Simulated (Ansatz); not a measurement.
**CH₆FGaSn: one species, many methods**

The task here is to estimate one member of a computed series from the others.

The runs use Ansatz 0.2.0, Gaussian basis; functionals in def2-TZVPP, the program's frozen cores in correlated methods.

Plan: LDA (SPW92), PBE-D4, revPBE-D4, BLYP-D4, r2SCAN-D4, B97M-V, PBE0-D4, B3LYP-D4, r2SCANh-D4, r2SCAN0-D4, HSE06-D4, BHLYP-D4, CAM-B3LYP-D4, LC-ωPBE, ωB97X-V, ωB97M-V, B2PLYP, PBE-QIDH; CCSD(T)/def2-SVP; MP2/def2-TZVPP; MP2/def2-QZVPP; RPA on PBE.

1 further run of the same task is left out (for a known fault of the program).

**Structure used throughout**

The geometry comes from an earlier relaxation with PBE0-D4 in a triple-zeta def2 set; it is a stationary point, not always the lowest conformer. Sn takes the def2 core potential; no spin-orbit term is included.

SMILES `F[CH2][GaH][SnH3]`, 10 atoms, charge 0, spin multiplicity 1.

Atoms are counted from 1 here; the program's logs count them from 0.

Bond lengths: F1–C2 1.392 Å, C2–Ga3 1.994 Å, C2–H5 1.097 Å, C2–H6 1.097 Å, Ga3–Sn4 2.616 Å, Ga3–H7 1.576 Å, Sn4–H8 1.711 Å, Sn4–H9 1.710 Å, Sn4–H10 1.710 Å. Angles: F1–C2–Ga3 111.7°, F1–C2–H5 108.1°, F1–C2–H6 108.1°, Ga3–C2–H5 111.0°, Ga3–C2–H6 111.0°, H5–C2–H6 106.9°, C2–Ga3–Sn4 117.9°, C2–Ga3–H7 117.6°, Sn4–Ga3–H7 124.5°, Ga3–Sn4–H8 113.0°, Ga3–Sn4–H9 111.0°, Ga3–Sn4–H10 111.0°, H8–Sn4–H9 107.1°, H8–Sn4–H10 107.2°, H9–Sn4–H10 107.2°.

The first run:

Contents of in.yaml:

```yaml
crystal:
  periodic: [false, false, false]
  atoms:
    - {symbol: F, position_ang: [-1.530158, 1.645003, 0.114927]}
    - {symbol: C, position_ang: [-0.576334, 1.660276, -0.898771]}
    - {symbol: Ga, position_ang: [0.655669, 0.097461, -0.774410]}
    - {symbol: Sn, position_ang: [0.272775, -1.609550, 1.170690]}
    - {symbol: H, position_ang: [-1.102825, 1.668975, -1.860702]}
    - {symbol: H, position_ang: [-0.022036, 2.603956, -0.829712]}
    - {symbol: H, position_ang: [1.794415, -0.023828, -1.856842]}
    - {symbol: H, position_ang: [1.393432, -2.902121, 1.156930]}
    - {symbol: H, position_ang: [0.405460, -0.843550, 2.693405]}
    - {symbol: H, position_ang: [-1.290388, -2.296612, 1.084476]}
basis:
  gaussian: {orbitals: def2-TZVPP}
hamiltonian: {xc: lda}
output: {orbitals: {seedname: orbitals}}
```

On the command line:

```console
> ansatz run in.yaml --threads 2 --pin off --events-out ev --progress --plain --max-ram 4352MiB
```

Steps of the session up to this table: LDA; PBE-D4 (GGA); revPBE-D4 (GGA); BLYP-D4 (GGA); r2SCAN-D4 (meta-GGA); B97M-V (meta-GGA); PBE0-D4 (hybrid); B3LYP-D4 (hybrid); r2SCANh-D4 (hybrid); r2SCAN0-D4 (hybrid); HSE06-D4 (hybrid); BHLYP-D4 (hybrid); CAM-B3LYP-D4 (range-separated); LC-ωPBE (range-separated); ωB97X-V (range-separated); ωB97M-V (range-separated); B2PLYP (double hybrid); PBE-QIDH (double hybrid).

One of the session's tables, all rows but one given; the rest of the session is left out.

It belongs to the step «Orbital energies across the functionals». 

| functional | HOMO (eV) | LUMO (eV) | gap (eV) |
| --- | --- | --- | --- |
| LDA (SPW92) | -6.36 | -3.08 | 3.27 |
| PBE-D4 | -6.21 | -2.86 | 3.35 |
| revPBE-D4 | -6.15 | -2.74 | 3.40 |
| BLYP-D4 | -6.08 | -2.80 | 3.28 |
| r2SCAN-D4 | -6.46 | -2.66 | 3.79 |
| B97M-V | -6.53 | -2.86 | 3.66 |
| PBE0-D4 | -7.30 | -2.10 | 5.20 |
| B3LYP-D4 | -7.11 | -2.36 | 4.75 |
| r2SCANh-D4 | -6.87 | -2.39 | 4.47 |
| r2SCAN0-D4 | -7.46 | -2.00 | 5.47 |
| HSE06-D4 | -6.91 | -2.47 | 4.45 |
| BHLYP-D4 | -8.24 | -1.38 | 6.87 |
| CAM-B3LYP-D4 | -8.53 | -1.20 | 7.33 |
| LC-ωPBE | -9.79 | -0.05 | 9.74 |
| ωB97X-V | -9.47 | -0.21 | 9.26 |
| ωB97M-V | ? | ? | ? |

**Question.** Estimate the row for ωB97M-V.

As computed: HOMO (eV): -9.31; LUMO (eV): -0.41; gap (eV): 8.90. In the column «HOMO (eV)» it lies between ωB97X-V (-9.47) and CAM-B3LYP-D4 (-8.53).
